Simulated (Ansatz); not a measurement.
# ZnBrF: the cost of one run

The runs shown are made with Ansatz 0.2.0. PAW datasets, plane waves, zero pressure. The calculation is spin-unpolarised, and the structure need not be a phase that has been made.

## 1. The structure to begin with

In-plane lattice: a = 2.638 Å, b = 2.638 Å, γ = 120.0°; thickness between the outer nuclei 2.58 Å. Around Zn lie 3 F at 1.99 Å and 3 Br at 1.99 Å; around F lie 3 Zn at 1.99 Å; around Br lie 3 Zn at 1.99 Å.

As a file:

```xyz
3
Lattice="2.6379 0.0000 0.0000 -1.3189 2.2845 0.0000 0.0000 0.0000 18.0000" Properties=species:S:1:pos:R:3 pbc="T T F"
Zn    0.0000    1.5230    9.0000
F     1.3189    0.7615   10.2878
Br    1.3189    0.7615    7.7122
```
Periodic in the plane only; c spans the vacuum.

## 2. Relaxation with PBE

Input file input.yaml:

```yaml
crystal:
  lattice:
    - [2.63789668, 0.0, 0.0]
    - [-1.31894834, 2.2844855374, 0.0]
    - [0.0, 0.0, 18.0]
  atoms:
    - { symbol: Zn, position: [0.3333333333, 0.6666666667, 0.5] }
    - { symbol: F, position: [0.6666666667, 0.3333333333, 0.5715440044] }
    - { symbol: Br, position: [0.6666666667, 0.3333333333, 0.4284559956] }
  periodic: [true, true, false]
kpoints:
  mp_grid: { grid: [12, 12, 1] }
hamiltonian:
  xc: pbe
scf:
  occupations: { method: fermi_dirac, width: 0.02 }
relax:
  f_tol: 0.005
  cell: {}
output:
  write_density: true
  write_potential: true
  elf: true
  volumetric_format: npy
```

Started as:

```sh
$ ansatz run input.yaml --threads 4 --pin off --max-ram 5529MiB --backend cpu --events-out ev --progress --plain --runs-dir out
```

**Question.** How long does this run take on 4 threads of Intel Xeon Platinum 8375C at 2.90GHz (Ice Lake), shared host, and how much memory does it need?

About 40 s, with a peak of 0.64 GiB.
